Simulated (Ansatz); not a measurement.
Crystal: MoI.

```
Mo I
1.0
     0.00000    3.17885    3.17885
     3.17885    0.00000    3.17885
     3.17885    3.17885    0.00000
Mo I
1 1
Direct
  0.00000 0.00000 0.00000
  0.75000 0.75000 0.75000
```

The cell was built by a generator and needn't be a form met in nature.

* Program: Ansatz 0.2.0
* Task: single point
* Functional: PBE
* Potentials or basis: all-electron LAPW, scalar-relativistic
* Cutoff: 250 eV (chosen from the basis error)
* Basis error allowed: 0.001 eV/atom
* k mesh: 7 × 7 × 7
* Occupations: fermi-dirac, width 0.05 eV
* Spin: no spin polarisation

On this cell: pressure -7.4 GPa; largest force zero by symmetry; band gap on the k mesh none (metal or under the smearing width).

The same run follows on a disturbed copy (atoms moved at random, drawn with an rms of 0.05 Å):

```
CELL_PARAMETERS angstrom
0.00000 3.17885 3.17885
3.17885 0.00000 3.17885
3.17885 3.17885 0.00000
ATOMIC_POSITIONS crystal
Mo 0.00155 0.99807 0.00675
I 0.75230 0.75451 0.73718
```

**Question.** What does the disturbed cell give?

**Answer.** The energy (extrapolated to zero smearing) moves by +8.5 meV/atom; pressure -7.2 GPa; largest force 0.473 eV/Å; band gap on the k mesh none (metal or under the smearing width).

Forces on the atoms (eV/Å):
```
Mo  -0.262 -0.350  0.181
I    0.262  0.350 -0.181
```

Stress tensor (GPa, compression positive):
```
-7.22  0.54 -1.13
 0.54 -7.19 -0.83
-1.13 -0.83 -7.24
```

Caveats: an odd number of electrons without spin polarisation forces a metal; a magnetic or distorted state may lie lower.
